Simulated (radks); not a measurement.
# S⁺ in [He] 2s2 2p5.5 3s2 3p3 3d0.5: an all-electron calculation

An exercise on one series of results from a longer session: the logs are not shown, and one member is left open.

Method: scalar-relativistic Kohn-Sham, SCAN, spin-polarised, spherical densities, finite nucleus; open shells are filled with parallel spins first. Code: radks (a radial shooting solver on a logarithmic mesh, Libxc functionals) version 1.

## Starting point

* element: sulfur (Z = 16)
* charge: +1
* electrons: 15
* configuration: [He] 2s2 2p5.5 3s2 3p3 3d0.5
* nuclear rms radius: 3.2611 fm

Set-up of the first run:

Input:

```text
Z 16
configuration [He] 2s2 2p5.5 3s2 3p3 3d0.5
relativity scalar-relativistic
functional scan,scan
spin polarised
nucleus finite rms 3.2611 fm
c 137.035999084
```

One of the session's tables, all rows but one given; the rest of the session is left out.

It belongs to the step «Shells». Sizes of the orbitals, from the radial functions (bohr):

```
  level      <r>  outermost maximum (interpolated)  90 % within  nodes
  1s up  0.09690                            0.0633        0.173      0
1s down  0.09682                            0.0633        0.173      0
  2s up   0.4709                             0.384        0.736      1
2s down   0.4720                             0.385        0.737      1
  2p up   0.4328                             0.322        0.717      0
2p down   0.4346                             0.324        0.721      0
  3s up    1.571                              1.35         2.35      2
3s down    1.597                              1.34         2.41      2
  3p up    1.764                              1.47         2.70      1
3p down        ?                                 ?            ?      ?
  3d up    2.807                              1.94         4.77      0
```

Estimate the missing values for 3p down.

**Answer.** <r>: 1.806; outermost maximum (interpolated): 1.48; 90 % within: 2.78; nodes: 1. In the column «<r>» it lies between 3p up (1.764) and 3d up (2.807).
